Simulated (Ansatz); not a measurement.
ZrH and its elements, a formation energy from the elements

Program: Ansatz's Python interface.

Interactive session:
```pycon
>>> from collections import Counter
>>> import ansatz as az
>>> import numpy as np
>>> PHASES = {
...     "ZrH": (
...         [[3.2427917, 0.0, 0.0], [0.0, 3.2427917, 0.0], [0.0, 0.0, 4.948]],
...         [
...             ("Zr", [0.0, 0.5, 0.0]),
...             ("Zr", [0.5, 0.0, 0.5]),
...             ("H", [0.0, 0.0, 0.75]),
...             ("H", [0.0, 0.0, 0.25]),
...         ],
...     ),
...     "Zr": (
...         [[3.232, 0.0, 0.0], [-1.616, 2.7989941, 0.0], [0.0, 0.0, 5.147]],
...         [
...             ("Zr", [1 / 3, 2 / 3, 0.25]),
...             ("Zr", [2 / 3, 1 / 3, 0.75]),
...         ],
...     ),
...     "H2": (
...         [[9.0, 0.0, 0.0], [0.0, 9.5, 0.0], [0.0, 0.0, 10.0]],
...         [
...             ("H", [0.5, 0.5, 0.4625]),
...             ("H", [0.5, 0.5, 0.5375]),
...         ],
...     ),
... }
>>> def build(vectors, sites):
...     crystal = az.Crystal(lattice=az.Lattice.of(vectors))
...     for symbol, position in sites:
...         crystal = crystal.atom(symbol, position)
...     return crystal
...
>>> GASES = {"H2"}
>>> def run_phase(name, crystal):
...     calc = (
...         crystal.calculation()
...         .functional(az.Functional.PBESOL)
...         .basis(550)
...         .kpoints(spacing=0.16)
...         .occupations("gaussian", width=0.02)
...         .stress()  # GPa
...     )
...     if name in GASES:
...         return calc.kpoints(1, 1, 1).relax(force_tolerance=0.02, max_steps=60).run(threads=1)
...     calc = calc.relax(force_tolerance=0.02, max_steps=60, cell=True)
...     return calc.run(threads=1)
...
>>> def counts(outcome):
...     return Counter(site.symbol for site in outcome.lattice.sites)
...
>>> def formation_energy(outcome, mu):
...     n = counts(outcome)
...     return (outcome.report["energy_sigma0_ev"] - sum(k * mu[element] for element, k in n.items())) / sum(n.values())
...
>>> def volume_per_atom(outcome):
...     return abs(np.linalg.det(outcome.lattice.cell_ang)) / len(outcome.lattice.sites)
...
>>> phases = {name: build(*cell) for name, cell in PHASES.items()}
>>> done = {name: run_phase(name, crystal) for name, crystal in phases.items()}
DeckWarning: output.stress: scf.convergence.dr2_threshold = 1e-7 eV (the SCF's general default) is looser than the 2e-10 eV advised for a printed stress (1e-10 eV for each atom of the cell: 2). What an SCF threshold leaves in a stress goes as its square root, and in the free energy as the threshold itself, and one threshold admits the most on a small cell: of the crystals measured, under no [...]
>>> # energy of one atom in its reference phase
>>> references = {"Zr": "Zr", "H": "H2"}
>>> mu = {element: done[name].report["energy_sigma0_ev"] / len(done[name].lattice.sites) for element, name in references.items()}
>>> target = done["ZrH"]
>>> heat = formation_energy(target, mu)
>>> n = counts(target)
>>> print("cell content:", dict(n), " volume", round(volume_per_atom(target), 3), "A^3/atom")
cell content: {<Element.ZR: 'Zr'>: 2, <Element.H: 'H'>: 2}  volume 12.695 A^3/atom
>>> print("formation energy", round(heat, 4), "eV/atom,", round(heat * sum(n.values()), 4), "eV per cell")
formation energy -0.4976 eV/atom, -1.9904 eV per cell
>>> print("bound against the elements" if heat < 0 else "unbound against the elements")
bound against the elements
```

Reading the output:
- No spin polarisation was allowed.
- For the metals among these phases the mesh is modest: differences between phases can be off by up to 40 meV an atom.
- The cells come from databases of deposited and of computed structures, and not all need be stable phases.
- Warnings are shown shortened and without file and line.
- The compound is the structure given, not necessarily its lowest; energies are at zero temperature, with no correction for gases. A semilocal functional's error on such energies is often 0.05 to 0.1 eV an atom, and 0.1 to 0.3 eV against gases such as O2 or F2.
- Finished in 69 s on 1 thread of AMD EPYC 7R43 64-Core Processor (Zen 3), on a shared host, peak memory 0.7 GiB.
